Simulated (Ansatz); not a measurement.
Wanted: the native input for an Ansatz 0.2.0 run.

- Task: relaxation of cell and atoms
- Functional: PBEsol
- Dispersion: D3(BJ)
- Potentials or basis: Ansatz PAW
- Cutoff: 420 eV (not typed: the program's choice for these potentials)
- k mesh: 3 × 5 × 3
- Occupations: fermi-dirac, width 0.05 eV
- Spin: no spin polarisation

Crystal: HPbNO4.

```
H Pb N O
1.0
     6.85876    0.00000   -0.01491
     0.00000    4.22865    0.00000
    -3.37519    0.00000    7.28194
H Pb N O
2 2 2 8
Direct
  0.22549 0.75000 0.50730
  0.77451 0.25000 0.49270
  0.30229 0.25000 0.28494
  0.69771 0.75000 0.71506
  0.21484 0.75000 0.83567
  0.78516 0.25000 0.16433
  0.33078 0.75000 0.45338
  0.40909 0.75000 0.86901
  0.15508 0.75000 0.96537
  0.07083 0.75000 0.66955
  0.66922 0.25000 0.54661
  0.59091 0.25000 0.13099
  0.84492 0.25000 0.03463
  0.92917 0.25000 0.33045
```

The cell was built by a generator and needn't be a form met in nature.

These files were run (other wordings do the same):

input.yaml

```yaml
crystal:
  lattice:
    - [6.85876, 0.0, -0.01491]
    - [0.0, 4.22865, 0.0]
    - [-3.37519, 0.0, 7.28194]
  atoms:
    - { symbol: H, position: [0.22549, 0.75, 0.5073] }
    - { symbol: H, position: [0.77451, 0.25, 0.4927] }
    - { symbol: Pb, position: [0.30229, 0.25, 0.28494] }
    - { symbol: Pb, position: [0.69771, 0.75, 0.71506] }
    - { symbol: "N", position: [0.21484, 0.75, 0.83567] }
    - { symbol: "N", position: [0.78516, 0.25, 0.16433] }
    - { symbol: O, position: [0.33078, 0.75, 0.45338] }
    - { symbol: O, position: [0.40909, 0.75, 0.86901] }
    - { symbol: O, position: [0.15508, 0.75, 0.96537] }
    - { symbol: O, position: [0.07083, 0.75, 0.66955] }
    - { symbol: O, position: [0.66922, 0.25, 0.54661] }
    - { symbol: O, position: [0.59091, 0.25, 0.13099] }
    - { symbol: O, position: [0.84492, 0.25, 0.03463] }
    - { symbol: O, position: [0.92917, 0.25, 0.33045] }
hamiltonian:
  xc: pbesol
  pseudopotentials: { kind: paw }
  dispersion: d3bj
kpoints:
  mp_grid: { grid: [3, 5, 3] }
scf:
  occupations: { method: fermi_dirac, width: 0.05 }
output:
  forces: true
  stress: true
  eigenvalues: true
  write_density: true
  write_potential: true
  elf: true
  volumetric_format: npy
relax:
  f_tol: 0.01
  max_steps: 40
  cell: { stress_tol: 0.05 }
```

Potentials or basis: Ansatz PAW.

Run with:

```bash
$ ansatz run input.yaml --threads 8 --pin off --max-ram 20480MiB --backend cpu --events-out ev --progress --plain --runs-dir out
```

It gave:

```json
{
 "Relaxed volume": "13.69 Å³/atom",
 "Relaxed cell": "a = 6.739 Å, b = 4.048 Å, c = 7.826 Å, α = 90.00°, β = 116.10°, γ = 90.00°",
 "Space group after relaxing (to 0.05 Å)": "P2_1/m (No. 11)",
 "Energy gained by relaxing": "9.9 meV/atom",
 "Ionic steps": "16",
 "Pressure after relaxing": "0.0 GPa",
 "Largest force after relaxing": "0.006 eV/Å",
 "Band gap on the k mesh": "2.95 eV, indirect (least direct gap 3.09 eV)"
}
```

Caveat: odd divisions of the mesh miss points on the zone boundary, where band edges often lie, so the gap on the mesh can be too wide; the plane-wave basis is chosen anew once the cell has moved, so the energies of steps on either side of that aren't comparable; the pressure holds a Pulay correction of +0.7 GPa for the finite cutoff; spin-orbit coupling is left out, which as a rule narrows the gap of such compounds by several tenths of an eV; the PAW data sets come from PBE, with cores solved anew for the run's functional, which leaves a small shift of forces and pressure.

Run time: 21 s on 8 threads of INTEL(R) XEON(R) PLATINUM 8581C CPU @ 2.30GHz (Emerald Rapids), on a shared host, peak memory 1 GiB.
